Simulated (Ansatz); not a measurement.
# B₂O₂: up Jacob's ladder to CCSD(T)

The task here is to estimate one member of a computed series from the others.

Method: functionals in def2-TZVPP, the program's frozen cores in correlated methods; program: Ansatz 0.2.0, Gaussian basis.

Levels to be run: LDA (SPW92), PBE-D4, revPBE-D4, BLYP-D4, r2SCAN-D4, B97M-V, PBE0-D4, B3LYP-D4, r2SCANh-D4, r2SCAN0-D4, HSE06-D4, BHLYP-D4, CAM-B3LYP-D4, LC-ωPBE, ωB97X-V, ωB97M-V, B2PLYP, PBE-QIDH; CCSD(T)/def2-SVP; CCSD(T)/def2-TZVPP; CCSD(T)/def2-QZVPP; extrapolation to the limit; RPA on PBE.

### Structure used throughout

The geometry comes from an earlier relaxation with PBE0-D4 in a triple-zeta def2 set; it is a stationary point.

SMILES `O=BB=O`, 4 atoms, charge 0, spin multiplicity 1.

Atoms are counted from 1 here; the program's logs count them from 0.

Bond lengths: O1–B2 1.197 Å, B2–B3 1.640 Å, B3–O4 1.197 Å. Angles: O1–B2–B3 180.0°, B2–B3–O4 180.0°.

Coordinates:

```
O    -0.7431    0.4598    1.8176
B    -0.3023    0.1870    0.7391
B     0.3022   -0.1869   -0.7392
O     0.7432   -0.4599   -1.8175
```

The first run:

in.yaml

```yaml
crystal:
  periodic: [false, false, false]
  atoms:
    - {symbol: O, position_ang: [-0.743108, 0.459782, 1.817605]}
    - {symbol: B, position_ang: [-0.302266, 0.187031, 0.739110]}
    - {symbol: B, position_ang: [0.302169, -0.186931, -0.739172]}
    - {symbol: O, position_ang: [0.743195, -0.459883, -1.817542]}
basis:
  gaussian: {orbitals: def2-TZVPP}
hamiltonian: {xc: lda}
output: {orbitals: {seedname: orbitals}}
```

Launch:

```bash
$ ansatz run in.yaml --threads 4 --pin off --events-out ev --progress --plain --max-ram 10444MiB
```

Among the steps run: LDA; PBE-D4 (GGA); revPBE-D4 (GGA); BLYP-D4 (GGA); r2SCAN-D4 (meta-GGA); B97M-V (meta-GGA); PBE0-D4 (hybrid); B3LYP-D4 (hybrid); r2SCANh-D4 (hybrid); r2SCAN0-D4 (hybrid); HSE06-D4 (hybrid); BHLYP-D4 (hybrid); CAM-B3LYP-D4 (range-separated); LC-ωPBE (range-separated); ωB97X-V (range-separated); ωB97M-V (range-separated); B2PLYP (double hybrid); PBE-QIDH (double hybrid).

One table of the session follows, with a row left open; its other results are not shown here.

It belongs to the step «Frontier levels by functional». 

```
  functional  HOMO (eV)  LUMO (eV)  gap (eV)
 LDA (SPW92)      -9.71      -3.57      6.14
      PBE-D4      -9.46      -3.33      6.13
   revPBE-D4      -9.38      -3.24      6.14
     BLYP-D4      -9.32      -3.20      6.12
   r2SCAN-D4      -9.77      -3.17      6.60
      B97M-V      -9.72      -3.14      6.58
     PBE0-D4     -10.99      -2.44      8.55
    B3LYP-D4     -10.71      -2.66      8.05
  r2SCANh-D4     -10.35      -2.85      7.50
  r2SCAN0-D4     -11.22      -2.36      8.86
    HSE06-D4     -10.58      -2.83      7.75
    BHLYP-D4     -12.41      -1.48     10.93
CAM-B3LYP-D4     -12.47      -1.31     11.15
     LC-ωPBE     -13.91      -0.11     13.81
     ωB97X-V     -13.46      -0.20     13.26
     ωB97M-V          ?          ?         ?
```

Estimate the missing values for ωB97M-V.

The run gave: HOMO (eV): -13.38; LUMO (eV): -0.34; gap (eV): 13.05. In the column «HOMO (eV)» it lies between ωB97X-V (-13.46) and CAM-B3LYP-D4 (-12.47).
